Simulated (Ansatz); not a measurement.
# SiH4O3 (SMILES O[SiH](O)O): wB97X/6-311+G(d,p)

What is the vertical electron affinity of SiH4O3 at wB97X/6-311+G**? 

The calculation is run with Ansatz 0.2.0.

30 further runs of the same task are left out: 30 set aside as unsound or not needed. Runs told in other sessions of the task aren't counted.

### Step 1. The structure to begin with

SiH4O3: 8 atoms, total charge 0, spin state singlet. SMILES: `O[SiH](O)O`. The coordinates come from a PBE0-D4/def2-TZVP relaxation. This is one conformer, not always the lowest.

Bond lengths: O1–Si2 1.630 Å, Si2–O3 1.641 Å, Si2–O4 1.633 Å, O1–H5 0.959 Å, Si2–H6 1.476 Å, O3–H7 0.958 Å, O4–H8 0.958 Å. Angles: O1–Si2–O3 114.4°, O1–Si2–O4 109.0°, O3–Si2–O4 105.0°, O1–Si2–H6 104.5°, O3–Si2–H6 110.6°, O4–Si2–H6 113.5°, Si2–O1–H5 117.6°, Si2–O3–H7 117.9°, Si2–O4–H8 116.6°.

### Step 2. The energy at wB97X/6-311+G(d,p)

in.yaml reads:

```yaml
crystal:
  periodic: [false, false, false]
  atoms:
    - {symbol: O, position_ang: [0.057900, 1.618800, -0.225000]}
    - {symbol: Si, position_ang: [-0.171600, 0.082600, 0.269200]}
    - {symbol: O, position_ang: [1.169300, -0.861100, 0.196500]}
    - {symbol: O, position_ang: [-1.250800, -0.639700, -0.721300]}
    - {symbol: H, position_ang: [0.176800, 1.769800, -1.164500]}
    - {symbol: H, position_ang: [-0.642800, 0.209400, 1.662000]}
    - {symbol: H, position_ang: [1.894900, -0.655000, 0.786800]}
    - {symbol: H, position_ang: [-1.141700, -1.581700, -0.859700]}
basis:
  gaussian:
    orbitals: 6-311+G_st__st_-spherical.json
hamiltonian:
  xc: {name: wB97X}
accuracy: high
output: {orbitals: {seedname: orbitals}}
```

The basis set 6-311+G** is read from a file made from the Basis Set Exchange's data (not shown).

Run with:

```
ansatz run in.yaml --threads 1 --pin off --max-ram 3480MiB --events-out events.jsonl --progress --plain --runs-dir runs
```

What it wrote:

```text
Warning: RAYON_NUM_THREADS=1 ignored (pool sized by the plan → 1); use --threads N
Functional definition: wB97X
  name "wB97X"
  parameter omega = 0.3/bohr
  parameter cx = 0.157706
  parameter cx1 = 0.726479
  parameter cx2 = 1.04760
  parameter cx3 = -5.70635
  parameter cx4 = 13.2794
  parameter css1 = -4.33879
  parameter css2 = 18.2308
  parameter css3 = -31.7430
  parameter css4 = 17.2901
  parameter cos1 = 2.37031
  parameter cos2 = -11.3995
  parameter cos3 = 6.58405
  parameter cos4 = -3.78132
  exchange = spin_sum(e_x_unif_sr(omega)*poly(b97_u_x, 1 - cx, cx1, cx2, cx3, cx4)) + cx*exact_x_sr(omega)
      + exact_x_lr(omega)
  correlation = spin_sum(e_c_pw_same_spin*poly(b97_u_same, 1, css1, css2, css3, css4))
      + integral(e_c_pw_opposite_spin*poly(b97_u_opposite, 1, cos1, cos2, cos3, cos4))
2260 factors; integrals over basis functions are off by at most 4.0e-9 eV
416 factors; integrals over basis functions are off by at most 2.6e-9 eV
mean field evaluation 1: about -14078.5745 eV, gradient 7.9e1 eV
mean field evaluation 2: about -14077.4974 eV, gradient 8.4e1 eV
mean field evaluation 4: about -14088.2053 eV, gradient 6.2e-1 eV
mean field evaluation 8: about -14088.3010 eV, gradient 1.5e-1 eV
mean field evaluation 16: about -14088.3010 eV, gradient 2.5e-5 eV
mean field -14088.30101484 eV, -517.7355129019 hartree, gradient 6.5e-8 eV, S^2 0.000000; 0 other end points of the search recorded, 0 dependent functions left out
reference -14088.30100990 eV, -517.7355127204 hartree; 21, 21 occupied and 99, 99 virtual orbitals, 2260 factors
Total energy: -14088.30100990 eV, -517.7355127204 hartree
```

It took 35 s on 1 thread of Arm Neoverse V2, shared host; peak memory 0.66 GiB.

### Step 3. The doublet anion

input.yaml reads:

```yaml
crystal:
  periodic: [false, false, false]
  atoms:
    - {symbol: O, position_ang: [0.057900, 1.618800, -0.225000]}
    - {symbol: Si, position_ang: [-0.171600, 0.082600, 0.269200]}
    - {symbol: O, position_ang: [1.169300, -0.861100, 0.196500]}
    - {symbol: O, position_ang: [-1.250800, -0.639700, -0.721300]}
    - {symbol: H, position_ang: [0.176800, 1.769800, -1.164500]}
    - {symbol: H, position_ang: [-0.642800, 0.209400, 1.662000]}
    - {symbol: H, position_ang: [1.894900, -0.655000, 0.786800]}
    - {symbol: H, position_ang: [-1.141700, -1.581700, -0.859700]}
basis:
  gaussian:
    orbitals: 6-311+G_st__st_-spherical.json
total_charge: -1
magnetization:
  spin_polarized: true
  initial_magnetization: 1
hamiltonian:
  xc: {name: wB97X}
accuracy: high
output:
  orbitals: {seedname: orbitals}
```

The basis set 6-311+G** is read from a file made from the Basis Set Exchange's data (not shown).

Run with:

```
ansatz run input.yaml --threads 1 --pin off --max-ram 3480MiB --events-out events.jsonl --progress --plain --runs-dir runs
```

What it wrote (excerpt; [...] marks lines left out):

```text
Warning: RAYON_NUM_THREADS=1 ignored (pool sized by the plan → 1); use --threads N
[... 2 set-up lines as earlier in the session ...]
[...]
      + exact_x_lr(omega)
[...]
      + integral(e_c_pw_opposite_spin*poly(b97_u_opposite, 1, cos1, cos2, cos3, cos4))
2260 factors; integrals over basis functions are off by at most 4.0e-9 eV
416 factors; integrals over basis functions are off by at most 2.6e-9 eV
[...]
mean field -14086.93800021 eV, -517.6854230383 hartree, gradient 5.2e-8 eV, S^2 0.750843; 6 other end points of the search recorded, 0 dependent functions left out
reference -14086.93800038 eV, -517.6854230444 hartree; 22, 21 occupied and 98, 99 virtual orbitals, 2260 factors
Total energy: -14086.93800038 eV, -517.6854230444 hartree
```

Wall time 6.5 min (1 thread of Arm Neoverse V2, shared host); peak memory 1.1 GiB.

### Step 4. Results

At wB97X/6-311+G**:

| quantity | value |
| --- | --- |
| singlet SiH4O3: total energy | -517.73551 Eh |
| singlet SiH4O3: HOMO energy | -11.70 eV |
| singlet SiH4O3: LUMO energy | 1.62 eV |
| singlet SiH4O3: HOMO–LUMO gap | 13.32 eV |
| doublet anion: total energy | -517.68542 Eh |
| doublet anion: HOMO energy (highest over α and β) | 1.26 eV |
| doublet anion: LUMO energy (lowest over α and β) | 4.65 eV |
| doublet anion: ⟨S²⟩ | 0.751 |
| vertical electron affinity (to the doublet anion) | -1.363 eV |

The anion lies 1.36 eV (132 kJ/mol) above the neutral: the electron isn't bound at this level, and such a value depends on the basis. The HOMO (doublet anion) lies at positive energy, 1.26 eV, from the functional's self-interaction, a short basis or an electron that isn't bound; only total energies against the neutral tell.
